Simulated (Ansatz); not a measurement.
**AsH5OSZn (built from SMILES [AsH3].[OH][Zn][SH]): search for a transition state, part 1 of 2**

Is there a first-order saddle for this four-centre ligand exchange, which should form Zn1–As5, S2–H4 and break Zn1–S2, H4–As5, and which two structures does it connect?

Computed with Ansatz 0.2.0, Gaussian basis. Level: PBE0-D4, def2-SVP first, then def2-TZVP.

152 further runs of the same task are left out: 152 set aside as unsound or not needed. Runs told in other sessions of the task aren't counted.

### Step 1. The starting structure

The guess: 9 atoms, charge 0, spin multiplicity 1.

Atoms are counted from 1 here; the program's logs count them from 0.

Bond lengths: Zn1–S2 2.526 Å, Zn1–O3 1.726 Å, Zn1–As5 2.526 Å, S2–H6 1.326 Å, O3–H7 0.955 Å, As5–H8 1.502 Å, As5–H9 1.497 Å. Angles: S2–Zn1–O3 135.1°, S2–Zn1–As5 92.9°, O3–Zn1–As5 128.4°, Zn1–S2–H6 94.8°, Zn1–O3–H7 121.1°, Zn1–As5–H8 113.1°, Zn1–As5–H9 109.9°, H8–As5–H9 91.0°.

Coordinates:

```
Zn   -0.5358    0.4052   -0.7790
S     1.8924   -0.2888   -0.7216
O    -1.6965    0.6954   -2.0232
H     0.7655   -0.5364    0.6942
As   -0.9397   -0.3412    1.6006
H     2.3180    0.8385   -0.1685
H    -1.4232    0.8726   -2.9208
H     0.1283    0.1195    2.5510
H    -0.5090   -1.7647    1.7673
```

Distances that are to change: Zn1–As5 2.53 Å, S2–H4 1.83 Å, Zn1–S2 2.53 Å, H4–As5 1.94 Å.

### Step 2. Constrained relaxation of the guess

The input, hold/in.yaml:

```yaml
crystal:
  periodic: [false, false, false]
  atoms:
    - {symbol: Zn, position_ang: [-0.535800, 0.405200, -0.779000]}
    - {symbol: S, position_ang: [1.892400, -0.288800, -0.721600]}
    - {symbol: O, position_ang: [-1.696500, 0.695400, -2.023200]}
    - {symbol: H, position_ang: [0.765500, -0.536400, 0.694200]}
    - {symbol: As, position_ang: [-0.939700, -0.341200, 1.600600]}
    - {symbol: H, position_ang: [2.318000, 0.838500, -0.168500]}
    - {symbol: H, position_ang: [-1.423200, 0.872600, -2.920800]}
    - {symbol: H, position_ang: [0.128300, 0.119500, 2.551000]}
    - {symbol: H, position_ang: [-0.509000, -1.764700, 1.767300]}
basis:
  gaussian: {orbitals: def2-SVP}
hamiltonian: {xc: pbe0, dispersion: d4}
relax: {f_tol: 0.04, max_steps: 150, escape_saddle: false, constraints: [{distance: [0, 4]}, {distance: [1, 3]}, {distance: [0, 1]}, {distance: [3, 4]}]}
```

Command:

```console
$ ansatz run in.yaml --threads 8 --pin off --events-out ev --progress --plain --max-ram 19148MiB
```

What it wrote, cut to the lines that bear on the results:

```text
Functional definition: PBE0
  name "PBE0"
  cite "Adamo & Barone, J. Chem. Phys. 110, 6158 (1999) doi:10.1063/1.478522"
  cite "Perdew, Burke & Ernzerhof, Phys. Rev. Lett. 77, 3865 (1996) doi:10.1103/PhysRevLett.77.3865"
  parent pbe
[...]
1237 factors; integrals over basis functions are off by at most 3.9e-4 eV
[...]
mean field -122184.89964122 eV, -4490.2122419151 hartree, gradient 1.9e-5 eV, S^2 0.000000; 0 other end points of the search recorded, 0 dependent functions left out
[...]
reference -122184.89967356 eV, -4490.2122431038 hartree; 46, 46 occupied and 74, 74 virtual orbitals, 1237 factors
relax step   1: F+E_penalty+E_count = -122185.08865594 eV  Δ(F+E_penalty+E_count) = +0.000e0 eV  max|allowed force component| = 1.268e0 eV/Å  Δτ_max = 0.0000 Å  (29 SCF iters, accepted)
[...]
relax step   6: F+E_penalty+E_count = -122185.29543388 eV  Δ(F+E_penalty+E_count) = -5.054e-4 eV  max|allowed force component| = 7.135e-2 eV/Å  Δτ_max = 0.0386 Å  (32 SCF iters, accepted)
[...]
relax step   7: F+E_penalty+E_count = -122185.29669377 eV  Δ(F+E_penalty+E_count) = -1.260e-3 eV  max|allowed force component| = 1.093e-2 eV/Å  Δτ_max = 0.0413 Å  (32 SCF iters, accepted)
  distance Zn 0 - As 4 held at 2.526409 Å   reaction = -5.1881e-2 eV/Å
  distance S 1 - H 3 held at 1.826390 Å   reaction = +6.1222e-1 eV/Å
  distance Zn 0 - S 1 held at 2.526081 Å   reaction = +4.9068e-1 eV/Å
  distance H 3 - As 4 held at 1.940972 Å   reaction = -2.8421e-2 eV/Å
1237 factors; integrals over basis functions are off by at most 5.6e-4 eV
[...]
mean field -122185.10844111 eV, -4490.2199151699 hartree, gradient 9.8e-6 eV, S^2 0.000000; 1 other end points of the search recorded, 0 dependent functions left out
[...]
reference -122185.10847319 eV, -4490.2199163486 hartree; 46, 46 occupied and 74, 74 virtual orbitals, 1237 factors
Total energy: -122185.29672584 eV, -4490.2268345060 hartree
Atom 0 at    -0.559160     0.202429    -0.734998 Å, force     0.490188    -0.091541    -0.042235 eV/Å
Atom 1 at     1.906765    -0.345266    -0.716780 Å, force    -0.911922     0.055838     0.425178 eV/Å
Atom 2 at    -1.666318     0.813873    -1.998764 Å, force    -0.001268     0.000202    -0.002176 eV/Å
Atom 3 at     0.614376    -0.470515     0.567643 Å, force     0.456640     0.045346    -0.447580 eV/Å
Atom 4 at    -0.974798    -0.410508     1.680431 Å, force    -0.028023    -0.007693     0.070362 eV/Å
Atom 5 at     2.188495     0.902228    -0.276267 Å, force     0.001345     0.002516     0.002207 eV/Å
Atom 6 at    -1.212851     0.913762    -2.842790 Å, force    -0.001576     0.001640     0.001269 eV/Å
Atom 7 at     0.145092     0.218484     2.492576 Å, force    -0.010934    -0.003443    -0.009824 eV/Å
Atom 8 at    -0.441601    -1.824388     1.828949 Å, force     0.005550    -0.002865     0.002799 eV/Å
Dipole moment:     0.289683     0.029057     0.243852 e Å
```

Run time: 42 s. Hardware: 8 threads of Intel Xeon at 2.50GHz, shared host; peak memory 0.36 GiB.

Along the way: (the energy doesn't fall at every step)

```csv
step,energy from step 1 (eV),largest force component (eV/Å)
1,0.0000,1.2675
2,-0.1671,0.5945
3,-0.1385,1.7640
4,-0.2008,0.1530
5,-0.2063,0.0680
6,-0.2068,0.0714
7,-0.2080,0.0109
```

Distances of close pairs at the start and the end, largest changes first:

```
   bond  before (Å)  after (Å)  change (Å)
 Zn1–H4       2.180      1.878      -0.302
 Zn1–O3       1.726      1.788      +0.062
  S2–H6       1.326      1.353      +0.027
 As5–H9       1.497      1.518      +0.022
 As5–H8       1.502      1.520      +0.018
  O3–H7       0.955      0.963      +0.008
 Zn1–S2       2.526      2.526      -0.000
Zn1–As5       2.526      2.526      +0.000
```

### Step 3. A starting Hessian

The input, hessian/in.yaml:

```yaml
crystal:
  periodic: [false, false, false]
  atoms:
    - {symbol: Zn, position_ang: [-0.559160, 0.202429, -0.734998]}
    - {symbol: S, position_ang: [1.906765, -0.345266, -0.716780]}
    - {symbol: O, position_ang: [-1.666318, 0.813873, -1.998764]}
    - {symbol: H, position_ang: [0.614376, -0.470515, 0.567643]}
    - {symbol: As, position_ang: [-0.974798, -0.410508, 1.680431]}
    - {symbol: H, position_ang: [2.188495, 0.902228, -0.276267]}
    - {symbol: H, position_ang: [-1.212851, 0.913762, -2.842790]}
    - {symbol: H, position_ang: [0.145092, 0.218484, 2.492576]}
    - {symbol: H, position_ang: [-0.441601, -1.824388, 1.828949]}
basis:
  gaussian: {orbitals: def2-SVP}
hamiltonian: {xc: pbe0, dispersion: d4}
phonons: {}
scf: {lower_state_search: off}
```

Command:

```console
$ ansatz run in.yaml --threads 8 --pin off --events-out ev --progress --plain --max-ram 19148MiB
```

What it wrote, cut to the lines that bear on the results:

```text
[... 5 set-up lines as earlier in the session ...]
[...]
1241 factors; integrals over basis functions are off by at most 3.5e-4 eV
[...]
mean field -122185.10845505 eV, -4490.2199156820 hartree, gradient 7.1e-6 eV, S^2 0.000000; 0 other end points of the search recorded, 0 dependent functions left out
[...]
reference -122185.10848715 eV, -4490.2199168616 hartree; 46, 46 occupied and 74, 74 virtual orbitals, 1241 factors
[... from here to the last solve, the lines of the solves are left out (53 solves) ...]
1241 factors; integrals over basis functions are off by at most 3.5e-4 eV
mean field -122185.10843179 eV, -4490.2199148273 hartree, gradient 1.6e-6 eV, S^2 0.000000; 0 other end points of the search recorded, 0 dependent functions left out
[...]
WARN: phonons: modes at or below zero, which the zero-point energy, F, S and C_V leave out: 1, the lowest at -923.71 cm⁻¹. A minimum has none, and a first-order saddle one
[...]
Atom 2 at    -1.666318     0.813873    -1.998764 Å, force    -0.001242     0.000159    -0.002094 eV/Å
Atom 3 at     0.614376    -0.470515     0.567643 Å, force     0.456686     0.045327    -0.447554 eV/Å
Atom 4 at    -0.974798    -0.410508     1.680431 Å, force    -0.028080    -0.007670     0.070409 eV/Å
Atom 5 at     2.188495     0.902228    -0.276267 Å, force     0.001326     0.002518     0.002233 eV/Å
Atom 6 at    -1.212851     0.913762    -2.842790 Å, force    -0.001542     0.001634     0.001253 eV/Å
Atom 7 at     0.145092     0.218484     2.492576 Å, force    -0.010875    -0.003468    -0.009869 eV/Å
Atom 8 at    -0.441601    -1.824388     1.828949 Å, force     0.005545    -0.002838     0.002758 eV/Å
Dipole moment:     0.289681     0.029056     0.243854 e Å
Vibrations: -923.71 74.42 112.00 120.35 146.30 214.21 243.84 258.11 304.97 502.61 516.29 555.82 675.45 783.40 970.02 990.60 1070.34 2240.91 2260.27 2707.99 3897.85 cm⁻¹, zero-point energy 1.155889 eV
Checks for a lower state left out: stability, starts, cluster_reference, orbital_swaps, neighbouring_geometries, increment
```

Run time: 2.2 min. Hardware: 8 threads of Intel Xeon at 2.50GHz, shared host; peak memory 0.32 GiB.

The structure is not stationary yet, so these wavenumbers are no spectrum; the search needs only the force constants.

### Step 4. Saddle search in the small basis

The search itself is an outer loop (partitioned rational-function steps, Bofill update of the Hessian). Each step is one single-point run with forces. It stops when the largest force is under 0.04 eV/Å and the followed curvature is negative. The first step's input:

The input, presaddle/in.yaml:

```yaml
crystal:
  periodic: [false, false, false]
  atoms:
    - {symbol: Zn, position_ang: [-0.559160, 0.202429, -0.734998]}
    - {symbol: S, position_ang: [1.906765, -0.345266, -0.716780]}
    - {symbol: O, position_ang: [-1.666318, 0.813873, -1.998764]}
    - {symbol: H, position_ang: [0.614376, -0.470515, 0.567643]}
    - {symbol: As, position_ang: [-0.974798, -0.410508, 1.680431]}
    - {symbol: H, position_ang: [2.188495, 0.902228, -0.276267]}
    - {symbol: H, position_ang: [-1.212851, 0.913762, -2.842790]}
    - {symbol: H, position_ang: [0.145092, 0.218484, 2.492576]}
    - {symbol: H, position_ang: [-0.441601, -1.824388, 1.828949]}
basis:
  gaussian: {orbitals: def2-SVP}
hamiltonian: {xc: pbe0, dispersion: d4}
output: {forces: true}
scf: {lower_state_search: off}
```

Command:

```console
$ ansatz run in.yaml --threads 8 --pin off --events-out ev --progress --plain --max-ram 19148MiB
```

Step by step:

```csv
step,energy (eV),largest force (eV/Å),followed curvature (eV/Å²)
1,-122185.29666,0.9119,-6.57
2,-122185.34765,0.3766,-6.63
3,-122185.34798,0.3221,-6.63
4,-122185.35365,0.2178,-6.63
5,-122185.35313,0.1499,-6.63
6,-122185.35510,0.0281,-6.63
```

The 6 steps took 14 s in all (8 threads of Intel Xeon at 2.50GHz, shared host).

### Step 5. Saddle search in triple zeta

A small driver takes partitioned rational-function steps: uphill along one mode, downhill along the rest. It calls the program once a step for energy and forces and updates the Hessian by Bofill's formula. It stops when the largest force is under 0.01 eV/Å and the followed curvature is negative. The first step's input:

The input, saddle/in.yaml:

```yaml
crystal:
  periodic: [false, false, false]
  atoms:
    - {symbol: Zn, position_ang: [-0.447425, 0.194301, -0.828837]}
    - {symbol: S, position_ang: [1.859075, -0.368565, -0.699707]}
    - {symbol: O, position_ang: [-1.661930, 0.828420, -1.980868]}
    - {symbol: H, position_ang: [0.624638, -0.493140, 0.574212]}
    - {symbol: As, position_ang: [-0.946823, -0.439095, 1.637848]}
    - {symbol: H, position_ang: [2.160788, 0.873177, -0.259687]}
    - {symbol: H, position_ang: [-1.277851, 0.967036, -2.852943]}
    - {symbol: H, position_ang: [0.072815, 0.263119, 2.517095]}
    - {symbol: H, position_ang: [-0.383286, -1.825153, 1.892886]}
basis:
  gaussian: {orbitals: def2-TZVP}
hamiltonian: {xc: pbe0, dispersion: d4}
output: {forces: true}
scf: {lower_state_search: off}
```

Command:

```console
$ ansatz run in.yaml --threads 8 --pin off --events-out ev --progress --plain --max-ram 19148MiB
```

The driver's record:

```csv
step,energy (eV),largest force (eV/Å),followed curvature (eV/Å²)
1,-122206.30144,0.2516,-6.63
2,-122206.30474,0.3623,-6.64
3,-122206.30529,0.1770,-6.64
4,-122206.30614,0.1565,-6.64
5,-122206.30639,0.1216,-6.65
6,-122206.30681,0.0562,-6.65
7,-122206.30681,0.0763,-6.65
8,-122206.30701,0.0205,-6.65
9,-122206.30702,0.0264,-6.65
10,-122206.30705,0.0017,-6.65
```

The 10 steps took 48 s in all (8 threads of Intel Xeon at 2.50GHz, shared host).

Geometry at the end of the search:

```xyz
9

Zn   -0.4146    0.1978   -0.8290
S     1.8684   -0.3666   -0.6908
O    -1.6612    0.8061   -1.9657
H     0.6375   -0.4922    0.5625
As   -0.9542   -0.4226    1.6245
H     2.1645    0.8576   -0.2212
H    -1.3234    0.9685   -2.8488
H     0.0800    0.2630    2.4971
H    -0.3971   -1.8114    1.8714
```

Followed mode, largest move set to 1: H4 (0.85, 0.00, -0.53); Zn1 (-0.52, -0.01, 0.39); S2 (-0.17, -0.12, 0.44); As5 (-0.29, 0.03, 0.13).

(Continued in part 2 of 2.)
